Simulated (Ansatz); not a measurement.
# AlRu (CsCl type): the cost of one run

Computed with Ansatz 0.2.0 (DFT PBE, with the methods named in each step, unless a step's input says otherwise).

## 1. Starting point

Symmetry: Pm-3m, No. 221, cubic system. The conventional cell has a = 3.004 Å, b = 3.004 Å, c = 3.004 Å, α = 90.00°, β = 90.00°, γ = 90.00°. Ru (site symmetry m-3m) is surrounded by 8 Al at 2.60 Å. Al (site symmetry m-3m) is surrounded by 8 Ru at 2.60 Å.

Coordinates:

```
CELL_PARAMETERS angstrom
3.00450 0.00000 0.00000
0.00000 3.00450 0.00000
0.00000 0.00000 3.00450
ATOMIC_POSITIONS crystal
Ru 0.00000 0.00000 0.00000
Al 0.50000 0.50000 0.50000
```

Whether this phase is the stable one at these pressures isn't tested.

Atoms are numbered in the order of the input: Ru1, Al2.

## 2. The reference volume, LAPW

File input.yaml:

```yaml
crystal:
  lattice:
    - [3.004495166, 0.0, 0.0]
    - [0.0, 3.004495166, 0.0]
    - [0.0, 0.0, 3.004495166]
  atoms:
    - { symbol: Ru, position: [0.0, 0.0, 0.0] }
    - { symbol: Al, position: [0.5, 0.5, 0.5] }
kpoints:
  mp_grid: { grid: [13, 13, 13] }
  band_path:
    path:
      - [0.0, 0.0, 0.0]
      - [0.0, 0.5, 0.0]
      - [0.5, 0.5, 0.0]
      - [0.0, 0.0, 0.0]
      - [0.5, 0.5, 0.5]
      - [0.0, 0.5, 0.0]
      - [0.5, 0.5, 0.5]
      - [0.5, 0.5, 0.0]
    npoints: 14
scf:
  occupations: { method: fermi_dirac, width: 0.1 }
hamiltonian:
  xc: pbe
  pseudopotentials: { kind: all_electron, lapw: { basis_error: 0.001 } }
output:
  forces: true
  stress: true
  eigenvalues: true
  populations: true
  dos: { projected: true, de: 0.2, e_range: [-14, 8] }
```

The run is started by

```bash
$ ansatz run input.yaml --threads 1 --pin off --max-ram 2048MiB --backend cpu --events-out ev --progress --plain --runs-dir out
```

Q: Estimate wall time and peak memory on 1 thread of Arm Neoverse V2, shared host.

About 18 s, with a peak of 0.37 GiB.
